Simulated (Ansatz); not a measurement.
# BrGeHS: up Jacob's ladder to CCSD(T)

An exercise on one series of results from a longer session: the logs are not shown, and one member is left open.

The runs use Ansatz 0.2.0, Gaussian basis; functionals in def2-TZVPP, the program's frozen cores in correlated methods.

Plan: LDA (SPW92), PBE-D4, revPBE-D4, BLYP-D4, r2SCAN-D4, B97M-V, PBE0-D4, B3LYP-D4, r2SCANh-D4, r2SCAN0-D4, HSE06-D4, BHLYP-D4, CAM-B3LYP-D4, LC-ωPBE, ωB97X-V, ωB97M-V, B2PLYP, PBE-QIDH; CCSD(T)/def2-SVP; CCSD(T)/def2-TZVPP; MP2/def2-QZVPP; extrapolation to the limit; RPA on PBE.

### The geometry

The geometry comes from an earlier relaxation with PBE0-D4 in a triple-zeta def2 set; it is a stationary point.

SMILES `[SH][Ge][Br]`, 4 atoms, charge 0, spin multiplicity 1.

Atoms are counted from 1 here; the program's logs count them from 0.

Bond lengths: S1–Ge2 2.237 Å, S1–H4 1.344 Å, Ge2–Br3 2.358 Å. Angles: Ge2–S1–H4 96.8°, S1–Ge2–Br3 99.8°.

The first run:

in.yaml reads:

```yaml
crystal:
  periodic: [false, false, false]
  atoms:
    - {symbol: S, position_ang: [-0.495377, 1.211852, -0.684372]}
    - {symbol: Ge, position_ang: [-0.978429, -0.944285, -0.333532]}
    - {symbol: Br, position_ang: [0.876037, -1.561753, 0.985278]}
    - {symbol: H, position_ang: [0.653269, 1.233985, 0.012327]}
basis:
  gaussian: {orbitals: def2-TZVPP}
hamiltonian: {xc: lda}
output: {orbitals: {seedname: orbitals}}
```

Among the steps run: LDA; PBE-D4 (GGA); revPBE-D4 (GGA); BLYP-D4 (GGA); r2SCAN-D4 (meta-GGA); B97M-V (meta-GGA); PBE0-D4 (hybrid); B3LYP-D4 (hybrid); r2SCANh-D4 (hybrid); r2SCAN0-D4 (hybrid); HSE06-D4 (hybrid); BHLYP-D4 (hybrid); CAM-B3LYP-D4 (range-separated); LC-ωPBE-D4 (range-separated; the results give it without D4); ωB97X-V (range-separated); ωB97M-V (range-separated); B2PLYP (double hybrid); PBE-QIDH (double hybrid).

One of the session's tables, all rows but one given; the rest of the session is left out.

It belongs to the step «Frontier levels by functional». 

| functional | HOMO (eV) | LUMO (eV) | gap (eV) |
| --- | --- | --- | --- |
| LDA (SPW92) | -6.61 | -3.70 | 2.90 |
| PBE-D4 | -6.43 | -3.47 | 2.96 |
| revPBE-D4 | -6.37 | -3.39 | 2.98 |
| BLYP-D4 | -6.27 | -3.34 | 2.92 |
| r2SCAN-D4 | -6.71 | -3.47 | 3.24 |
| B97M-V | -6.68 | -3.34 | 3.34 |
| PBE0-D4 | -7.50 | -2.79 | 4.71 |
| B3LYP-D4 | -7.29 | -2.97 | 4.32 |
| r2SCANh-D4 | ? | ? | ? |
| r2SCAN0-D4 | -7.68 | -2.79 | 4.89 |
| HSE06-D4 | -7.11 | -3.16 | 3.95 |
| BHLYP-D4 | -8.41 | -1.97 | 6.44 |
| CAM-B3LYP-D4 | -8.71 | -1.79 | 6.93 |
| LC-ωPBE | -9.98 | -0.76 | 9.21 |
| ωB97X-V | -9.65 | -0.81 | 8.84 |
| ωB97M-V | -9.53 | -0.88 | 8.64 |

**Question.** Estimate the row for r2SCANh-D4.

Worked estimate for «HOMO (eV)». Against the share of exact exchange, r2SCAN-D4 (0, -6.71), r2SCAN0-D4 (0.25, -7.68) give a slope of -3.88 per unit share; at 0.1 the line stands at -7.10.

As computed: HOMO (eV): -7.10; LUMO (eV): -3.20; gap (eV): 3.90. In «HOMO (eV)» the line misses by 0.00.
